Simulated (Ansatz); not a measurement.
# GeH2Me(OMe) (C2H8GeO): reading failed and doubtful runs

1 input was typed for GeH2Me(OMe) (C2H8GeO). Each is run as it stands; the log then has to tell whether the result can be used.

Method: the settings change from run to run; program: Ansatz 0.2.0, Gaussian basis.

2 further runs of the same task are left out: 2 set aside as unsound or not needed.

**1. The relaxed structure**

The geometry comes from an earlier relaxation with PBE-D4/def2-SVP; it is a stationary point, not always the lowest conformer.

12 atoms, charge 0, spin multiplicity 1.

Atoms are counted from 1 here; the program's logs count them from 0.

Bond lengths: C1–Ge3 1.951 Å, C1–H7 1.108 Å, C1–H8 1.107 Å, C1–H9 1.107 Å, C2–O4 1.410 Å, C2–H10 1.118 Å, C2–H11 1.111 Å, C2–H12 1.118 Å, Ge3–O4 1.808 Å, Ge3–H5 1.561 Å, Ge3–H6 1.561 Å. Angles: Ge3–C1–H7 110.4°, Ge3–C1–H8 109.8°, Ge3–C1–H9 109.9°, H7–C1–H8 108.9°, H7–C1–H9 108.9°, H8–C1–H9 108.9°, O4–C2–H10 113.0°, O4–C2–H11 108.4°, O4–C2–H12 113.0°, H10–C2–H11 107.4°, H10–C2–H12 107.3°, H11–C2–H12 107.4°, C1–Ge3–O4 104.8°, C1–Ge3–H5 112.7°, C1–Ge3–H6 112.7°, O4–Ge3–H5 108.5°, O4–Ge3–H6 108.5°, H5–Ge3–H6 109.5° and more.

Coordinates:

```xyz
12
C2H8GeO
C    -0.5970    2.0522   -0.4699
C     0.0707   -2.1752    0.1018
Ge    0.4236    0.5709    0.2845
O    -0.4341   -0.9161   -0.2837
H     0.4259    0.5752    1.8457
H     1.8941    0.5244   -0.2376
H    -0.1573    3.0209   -0.1617
H    -1.6445    2.0041   -0.1155
H    -0.5898    1.9897   -1.5749
H     1.1125   -2.3583   -0.2606
H    -0.5773   -2.9635   -0.3380
H     0.0732   -2.3244    1.2099
```

**2. Attempt 1**

The input, in.yaml:

```yaml
crystal:
  periodic: [false, false, false]
  atoms:
    - {symbol: C, position_ang: [-0.597006, 2.052164, -0.469915]}
    - {symbol: C, position_ang: [0.070709, -2.175166, 0.101816]}
    - {symbol: Ge, position_ang: [0.423561, 0.570950, 0.284533]}
    - {symbol: O, position_ang: [-0.434078, -0.916063, -0.283748]}
    - {symbol: H, position_ang: [0.425937, 0.575249, 1.845708]}
    - {symbol: H, position_ang: [1.894094, 0.524356, -0.237564]}
    - {symbol: H, position_ang: [-0.157326, 3.020873, -0.161720]}
    - {symbol: H, position_ang: [-1.644455, 2.004120, -0.115472]}
    - {symbol: H, position_ang: [-0.589811, 1.989665, -1.574929]}
    - {symbol: H, position_ang: [1.112503, -2.358276, -0.260572]}
    - {symbol: H, position_ang: [-0.577309, -2.963465, -0.338036]}
    - {symbol: H, position_ang: [0.073182, -2.324396, 1.209910]}
basis:
  gaussian: {orbitals: def2-SVP}
hamiltonian: {xc: {name: B3LYP-D3}}
scf: {omitted_lower_state_checks: [starts]}
output: {forces: true}
```

Started as:

```sh
> ansatz run in.yaml --threads 2 --pin off --events-out ev --progress --plain --max-ram 4352MiB
```

Q: Predict the results of all the runs planned.

**Answer**, as computed:

| attempt | level | ended | cause | time |
| --- | --- | --- | --- | --- |
| 1 | B3LYP-D3/def2-SVP | refused | the method's name isn't one that the program takes here | 0.05 s |

**Reading.** 1 refused. A refusal costs next to no computing time.
